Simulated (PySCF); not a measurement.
# HgH+: bond curves at several levels of theory

An exercise on one series of results from a longer session: the logs are not shown, and one member is left open.

Method: Hg def2-SVPD with ECP60, H def2-SVPD, scalar-relativistic core potentials; program: PySCF 2.14.0.

Set-up of the first run:

Settings of the job:

- atoms: Hg, H
- charge: 1
- basis: Hg def2-SVPD with ECP60, H def2-SVPD
- Hamiltonian: scalar-relativistic core potentials
- basis functions: 43
- electrons treated: 20
- masses in u: 201.9706, 1.0078
- levels: PBE0, PBE, r²SCAN, revPBE, r²SCANh, TPSS, HF, MP2, SCS-MP2, CCSD, CCSD(T)
- grid: 80 radial by 434 angular points
- occupations: held fixed by the projection of orbital angular momentum
- dissociation limit: Hg+ + H, each in its ground configuration
- starting distance in angstrom: 1.795
- values of 2S to try: 0, 2

The run is started by

```
$ OMP_NUM_THREADS=1 python dia.py task.json out
```

Among the steps run: The job; PBE0 along the bond; Higher solutions at PBE0; PBE (GGA); r²SCAN (meta-GGA); revPBE (GGA); r²SCANh; TPSS (meta-GGA); RHF (mean field); Correlated methods on the Hartree–Fock reference.

One table of the session follows, with a row left open; its other results are not shown here.

| level | Re (Å) | ωe (cm⁻¹) | De (eV) |
| --- | --- | --- | --- |
| RHF | 1.628 | 2039 | 1.21 |
| RHF-MP2 | ? | ? | ? |
| RHF-SCS-MP2 | 1.579 | 2091 | 2.47 |
| RHF-CCSD | 1.594 | 2024 | 2.52 |
| RHF-CCSD(T) | 1.596 | 2001 | 2.60 |
| PBE | 1.614 | 1965 | 2.82 |
| revPBE | 1.617 | 1954 | 2.69 |
| TPSS | 1.613 | 1999 | 2.82 |
| r²SCAN | 1.598 | 2050 | 2.79 |
| r²SCANh | 1.598 | 2060 | 2.71 |
| PBE0 | 1.608 | 2021 | 2.57 |

Estimate the missing values for RHF-MP2.

As computed: Re (Å): 1.568; ωe (cm⁻¹): 2129; De (eV): 2.45. In the column «Re (Å)» it is the lowest.

De is counted to Hg+ + H in their ground configurations.
